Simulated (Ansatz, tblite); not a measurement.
## A script for WSe2 (GFN1-xTB)

These are simulated results from tblite 0.8.0, not measurements. The cell began as a database structure and was relaxed with r2SCAN+rVV10 in plane waves (Ansatz 0.2.0). All runs are without spin polarisation.

The symmetry is P6_3/mmc (No. 194, hexagonal); conventional cell a = 3.300 Å, c = 13.150 Å, 20.67 Å³ an atom. W has 6 Se at 2.53 Å; Se has 3 W at 2.53 Å.

tblite solves periodic systems at the zone centre alone, so the script builds a cluster of 3×3×1 conventional cells (54 atoms), which folds in a coarse mesh of k points.

run.py reads:

```python
import json
from ase import Atoms
from ase.build import make_supercell
from ase.units import Bohr, GPa, Hartree
from tblite.interface import Calculator

atoms = Atoms(['W', 'W', 'Se', 'Se', 'Se', 'Se'],
              cell=[[3.29973807, 0.0, 0.0], [-1.64986904, 2.857657, 0.0], [0.0, 0.0, 13.14969497]],
              scaled_positions=[[0.666666667, 0.333333333, 0.250011587], [0.333333333, 0.666666667, 0.749988413], [0.333333333, 0.666666667, 0.376665911], [0.666666667, 0.333333333, 0.876642899], [0.333333333, 0.666666667, 0.123357101], [0.666666667, 0.333333333, 0.623334089]],
              pbc=True)
cluster = make_supercell(atoms, [[3, 0, 0], [0, 3, 0], [0, 0, 1]])
calc = Calculator('GFN1-xTB', cluster.numbers, cluster.positions / Bohr, lattice=cluster.cell[:] / Bohr, periodic=cluster.pbc)
calc.set('temperature', 0.02 / Hartree)
calc.set('max-iter', 150)
res = calc.singlepoint()
levels = res.get('orbital-energies') * Hartree
nv = round(res.get('orbital-occupations').sum() / 2)
cells = len(cluster) // len(atoms)
out = {'energy_per_cell': res.get('energy') * Hartree / cells, 'homo': levels[nv - 1], 'lumo': levels[nv],
       'stress': (-res.get('virial') * Hartree / cluster.get_volume() / GPa).tolist(), 'charges': res.get('charges')[:len(atoms)].tolist(), 'electrons': 2 * nv / cells}
json.dump(out, open('results.json', 'w'))
for key, value in out.items():
    print(key, value)
```

Command: `python run.py`. It took 8.6 s on 1 thread of Intel(R) Xeon(R) Platinum 8488C (Sapphire Rapids) (shared host), peak memory 0.12 GiB.

Output:

```
------------------------------------------------------------
  cycle        total energy    energy error   density error
------------------------------------------------------------
      1     -164.4312840510  -1.6428308E+02   7.0859915E-01
      2     -164.4256326221   5.6514288E-03   4.3400437E-01
      3     -164.0812634614   3.4436916E-01   1.5305739E-01
      4     -164.4369611585  -3.5569770E-01   2.1255968E-02
      5     -164.4390538366  -2.0926781E-03   8.8275282E-03
      6     -164.4371084549   1.9453817E-03   5.8858456E-03
      7     -164.4398758005  -2.7673456E-03   8.4700794E-05
      8     -164.4398758596  -5.9078957E-08   2.4387339E-05
      9     -164.4398758605  -9.3905328E-10   1.5958966E-05
------------------------------------------------------------

 total:                                   7.303 sec
energy_per_cell -497.1818822043628
homo -7.96095622501581
lumo -5.972479770831665
stress [[-1.3334804264869322, -7.636951153132076e-05, 2.345229139355304e-07], [-7.636951153113661e-05, -1.3335691035671389, -1.354016389803986e-07], [2.345229139146822e-07, -1.3540163899162507e-07, -3.9012038017665227]]
charges [0.13654856259608272, 0.13654856259598513, -0.06825933494186567, -0.06826043056842379, -0.06826043056835797, -0.06825933494192683]
electrons 36.0
```

The cycle table is in hartree for the whole cluster, and the lines after it are in eV (the energy for one cell). The printed stress is in GPa and positive in compression, and the pressure is its mean diagonal.

GFN1-xTB gives a gap of 1.99 eV. On the same cell, plane-wave PBE (Ansatz, 12×12×2 k points and the special points) gives a gap of 1.02 eV and r2SCAN a gap of 1.14 eV; on shared hosts these took about 12 and 32 core-seconds on the 6-atom cell, against 8.6 for the script. Spin-orbit coupling, left out in all these runs, can cut or reorder the gap by tenths of an eV, up to about 1 eV with Pb or Bi. xTB was fitted to molecules, so gaps, charges and pressures of solids can be far off, and the gap also depends on the size of the cluster.

The same script was run on cells scaled at fixed shape and fractional coordinates:

| volume (Å³/atom) | energy (meV/atom) | pressure (GPa, positive in compression) | gap (eV) |
| --- | --- | --- | --- |
| 18.19 | 103.1 | 18.37 | 2.50 |
| 19.43 | 12.4 | 5.95 | 2.22 |
| 20.67 | 0.0 | -2.19 | 1.99 |
| 21.91 | 39.5 | -7.66 | 1.79 |
| 23.15 | 114.2 | -11.38 | 1.62 |

A Birch-Murnaghan fit puts the minimum at 20.28 Å³/atom, 1.9 % below the given cell, with a bulk modulus of 124 GPa at fixed shape.

xTB was fitted mostly to molecules, and a small cluster samples few k points, so gaps, pressures and kinks along a curve can be far from a solid's.

Spin-orbit coupling is left out, which matters wherever the heavy atoms make up the band edges.
